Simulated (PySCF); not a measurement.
**SnF₄: electronic structure in real space**

For SnF₄, the scripts below analyse its density (charges, bond critical points, surface potential), see where an electron leaves and enters and measure its response to a uniform field.

The runs use PySCF 2.14.0; levels as typed in each script, gas phase, geometry from GFN2-xTB.

### 1 Where the work starts

5 atoms, charge 0, spin multiplicity 1.

Bond lengths: F1–Sn2 1.915 Å, Sn2–F3 1.915 Å, Sn2–F4 1.915 Å, Sn2–F5 1.915 Å. Angles: F1–Sn2–F3 109.5°, F1–Sn2–F4 109.5°, F1–Sn2–F5 109.4°, F3–Sn2–F4 109.4°, F3–Sn2–F5 109.5°, F4–Sn2–F5 109.5°.

Geometry (Å):

```mol
F4Sn
  3D, bonds by distance, orders not assigned

  5  4  0  0  0  0  0  0  0  0999 V2000
    1.0671   -1.1440   -1.1049 F   0  0
    0.0000    0.0000    0.0000 Sn  0  0
   -1.0673    1.1440   -1.1049 F   0  0
   -1.1451   -1.0662    1.1048 F   0  0
    1.1450    1.0662    1.1048 F   0  0
  1  2  8  0
  2  3  8  0
  2  4  8  0
  2  5  8  0
M  END
```

### 2 Density, bond paths and surface potential (PBE/def2-tzvp)

Contents of input.py:

```python
import numpy as np
from pyscf import gto, scf, dft
from pyscf.scf import atom_ks, atom_hf
from scipy.linalg import block_diag

def solve(mol, dm0=None, hcore=None):
    mf = (dft.UKS if mol.spin else dft.RKS)(mol, xc='pbe')
    mf.grids.level = 3
    mf = mf.density_fit(auxbasis='def2-universal-jkfit')
    mf.conv_tol, mf.max_cycle = 1e-8, 80
    if hcore is not None:
        mf.get_hcore = lambda *args: hcore
    mf.kernel(dm0)
    if not mf.converged:
        mf = mf.newton().run(mf.mo_coeff, mf.mo_occ, max_cycle=30)
    assert mf.converged, 'SCF not converged'
    return mf

mol = gto.M(atom='''
F      1.06714    -1.14400    -1.10485
Sn     0.00004     0.00001     0.00002
F     -1.06725     1.14397    -1.10485
F     -1.14514    -1.06618     1.10479
F      1.14504     1.06616     1.10479
''', basis='def2-tzvp', ecp={'Sn': 'def2-tzvp'}, charge=0, spin=0, verbose=4)
mf = solve(mol)
mf.analyze()
# spherically averaged free atoms, for the promolecule
atom_ks.AtomSphAverageRKS.init_guess_by_vsap = lambda self, mol=None: self.init_guess_by_minao(mol)  # core potentials
atm = atom_ks.get_atm_nrks(mol, xc='pbe')
pro = block_diag(*[(atm[a[0]][2] * atm[a[0]][3]) @ atm[a[0]][2].T for a in mol._atom])
np.savez('result.npz', e=mf.e_tot, c=mf.mo_coeff, occ=mf.mo_occ, eps=mf.mo_energy, pro=pro, dip=mf.dip_moment(verbose=0), s2=mf.spin_square()[0])
```

Launch:

```console
> OMP_NUM_THREADS=1 python input.py
```

### 4 Removing and adding an electron (PBE/def2-tzvp)

Contents of input.py:

```python
import numpy as np
from pyscf import gto, scf, dft
from pyscf.scf import atom_ks, atom_hf
from scipy.linalg import block_diag

def solve(mol, dm0=None, hcore=None):
    mf = (dft.UKS if mol.spin else dft.RKS)(mol, xc='pbe')
    mf.grids.level = 3
    mf = mf.density_fit(auxbasis='def2-universal-jkfit')
    mf.conv_tol, mf.max_cycle = 1e-8, 80
    if hcore is not None:
        mf.get_hcore = lambda *args: hcore
    mf.kernel(dm0)
    if not mf.converged:
        mf = mf.newton().run(mf.mo_coeff, mf.mo_occ, max_cycle=30)
    assert mf.converged, 'SCF not converged'
    return mf

mol = gto.M(atom='''
F      1.06714    -1.14400    -1.10485
Sn     0.00004     0.00001     0.00002
F     -1.06725     1.14397    -1.10485
F     -1.14514    -1.06618     1.10479
F      1.14504     1.06616     1.10479
''', basis='def2-tzvp', ecp={'Sn': 'def2-tzvp'}, charge=0, spin=0, verbose=4)
mf = solve(mol)
out = dict(e0=mf.e_tot, dm0=mf.make_rdm1(), c=mf.mo_coeff, occ=mf.mo_occ, eps=mf.mo_energy)
for name, dq, spin in [('cation', 1, 1)]:
    ion = mol.copy().set(charge=mol.charge + dq, spin=spin).build()
    mi = solve(ion)
    if spin and dq > 0 and mol.nao < 130:
        c, _, stable, _ = mi.stability(return_status=True)
        if not stable:
            mi = solve(ion, mi.make_rdm1(c, mi.mo_occ))
    print(name, 'vertical energy change / eV', (mi.e_tot - mf.e_tot) * 27.211386)
    out.update({'e_' + name: mi.e_tot, 'dm_' + name: mi.make_rdm1(), 's2_' + name: mi.spin_square()[0], 'eps_' + name: mi.mo_energy, 'occ_' + name: mi.mo_occ})
# spherically averaged free atoms, for the promolecule
atom_ks.AtomSphAverageRKS.init_guess_by_vsap = lambda self, mol=None: self.init_guess_by_minao(mol)  # core potentials
atm = atom_ks.get_atm_nrks(mol, xc='pbe')
pro = block_diag(*[(atm[a[0]][2] * atm[a[0]][3]) @ atm[a[0]][2].T for a in mol._atom])
np.savez('result.npz', pro=pro, **out)
```

### 5 Response to an electric field (PBE/def2-tzvp)

Edit input.py of step 4 so:

```diff
@@ -25,13 +25,10 @@
 ''', basis='def2-tzvp', ecp={'Sn': 'def2-tzvp'}, charge=0, spin=0, verbose=4)
+field = np.array([0.004, 0.0, 0.0])  # atomic units
+mol.set_common_orig(mol.atom_charges() @ mol.atom_coords() / mol.atom_charges().sum())
 mf = solve(mol)
-out = dict(e0=mf.e_tot, dm0=mf.make_rdm1(), c=mf.mo_coeff, occ=mf.mo_occ, eps=mf.mo_energy)
-for name, dq, spin in [('cation', 1, 1)]:
-    ion = mol.copy().set(charge=mol.charge + dq, spin=spin).build()
-    mi = solve(ion)
-    if spin and dq > 0 and mol.nao < 130:
-        c, _, stable, _ = mi.stability(return_status=True)
-        if not stable:
-            mi = solve(ion, mi.make_rdm1(c, mi.mo_occ))
-    print(name, 'vertical energy change / eV', (mi.e_tot - mf.e_tot) * 27.211386)
-    out.update({'e_' + name: mi.e_tot, 'dm_' + name: mi.make_rdm1(), 's2_' + name: mi.spin_square()[0], 'eps_' + name: mi.mo_energy, 'occ_' + name: mi.mo_occ})
+out = dict(dm0=mf.make_rdm1(), d0=mf.dip_moment(unit='AU'), e0=mf.e_tot)
+for name, sign in (('p', 1), ('m', -1)):
+    h = mf.get_hcore() + sign * np.einsum('x,xij->ij', field, mol.intor('int1e_r'))
+    mi = solve(mol, mf.make_rdm1(), h)
+    out.update({'dm' + name: mi.make_rdm1(), 'd' + name: mi.dip_moment(unit='AU'), 'e' + name: mi.e_tot})
 # spherically averaged free atoms, for the promolecule
```

(Steps that only read results are left out.)

**Question.** What will these runs give? Wanted: dipole moment; HOMO, LUMO; polarisability along the field.

The runs gave:

```
                                      quantity             value
                 dipole moment (PBE/def2-tzvp)            0.00 D
                    HOMO, LUMO (PBE/def2-tzvp)  -10.20, -5.06 eV
polarisability along the field (PBE/def2-tzvp)        33.7 bohr³
```

What this shows: At PBE/def2-tzvp: The highest Hirshfeld charge is on Sn2 (+0.89 e), the lowest on F1, F3, F4 and F5 (−0.22 e). All values hold at the given geometry, in the gas phase.
